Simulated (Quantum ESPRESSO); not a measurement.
The system is In3As.

```
In As
1.0
     4.67168    0.00000    0.00000
     0.00000    4.67168    0.00000
     0.00000    0.00000    4.67168
In As
3 1
Cartesian
  2.3358 2.3358 0.0000
  2.3358 0.0000 2.3358
  0.0000 2.3358 2.3358
  0.0000 0.0000 0.0000
```

The cell comes from a database or a generator and needn't be the stable form of this composition.

| Item | Value |
| --- | --- |
| Program | Quantum ESPRESSO 7.5 |
| Task | single point |
| Functional | PBEsol |
| Potentials or basis | GBRV 1.5 PBEsol |
| Cutoff | 762 eV |
| Density cutoff | 6095 eV |
| k mesh | 6 × 6 × 6 |
| Occupations | fermi-dirac, width 0.05 eV |
| Spin | no spin polarisation |

On this cell: pressure -2.5 GPa; largest force zero by symmetry; band gap on the k mesh none (metal or under the smearing width).

The same run follows on a disturbed copy (atoms moved at random, drawn with an rms of 0.05 Å):

```
In As
1.0
     4.67168    0.00000    0.00000
     0.00000    4.67168    0.00000
     0.00000    0.00000    4.67168
In As
3 1
Direct
  0.50287 0.49799 0.99110
  0.49374 0.98827 0.49555
  0.99021 0.49748 0.51025
  0.99893 0.00834 0.99706
```

Task: What changes?

Result: The energy (extrapolated to zero smearing) moves by +1.2 meV/atom; pressure -2.5 GPa; largest force 0.177 eV/Å; band gap on the k mesh none (metal or under the smearing width).

Forces in eV/Å, atoms in the order of the input:
```
In  -0.067 -0.072  0.147
In  -0.050  0.063 -0.069
In   0.084 -0.070 -0.092
As   0.033  0.079  0.014
```

Stress tensor (GPa, compression positive):
```
-2.47 -0.03 -0.05
-0.03 -2.52 -0.04
-0.05 -0.04 -2.47
```
